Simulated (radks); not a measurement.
# Nuclear size and the levels of Al⁺

One table from this session's results is given with a row withheld; the runs are named, their logs left out.

The numbers are computed with radks (a radial shooting solver on a logarithmic mesh, Libxc functionals) version 1 (Dirac Kohn-Sham, relativistic LDA (MacDonald-Vosko exchange, VWN5 correlation), spin-unpolarised, spherical densities, finite nucleus), except any that are marked as measured or tabulated.

**Starting point**

```
element            : aluminium (Z = 13)
charge             : +1
electrons          : 12
configuration      : [Ne] 3s2
nuclear rms radius : 3.061 fm
```

The outer shells:

Al⁺
```
[Ne] core
3s [↑↓]
```

Set-up of the first run:

Settings of this run:

```text
Z 13
configuration [Ne] 3s2 3p0 4s0
relativity Dirac
functional lda_x_rel,vwn5
spin unpolarised
j_filling energy
nucleus finite rms 3.061 fm
c 137.035999084
```

Steps of the session up to this table: rms radius 3.061 fm.

One of the session's tables, all rows but one given; the rest of the session is left out.

It belongs to the step «rms radius 3.061 fm». From the orbitals of this run (lengths in bohr):

```
level     <r>  outermost maximum (interpolated)  90 % within  nodes
1s1/2  0.1207                            0.0787        0.216      0
2s1/2  0.6291                             0.498        0.997      1
2p1/2  0.6026                             0.426         1.02      0
2p3/2  0.6049                             0.428         1.02      0
3s1/2   2.368                              2.00         3.58      2
3p1/2   2.878                              2.39         4.42      1
3p3/2       ?                                 ?            ?      ?
4s1/2   6.193                              5.60         9.07      3
```

Q: Estimate the row for 3p3/2 from the others.

**Answer.** <r>: 2.884; outermost maximum (interpolated): 2.39; 90 % within: 4.43; nodes: 1. In the column «<r>» it lies between 3p1/2 (2.878) and 4s1/2 (6.193).
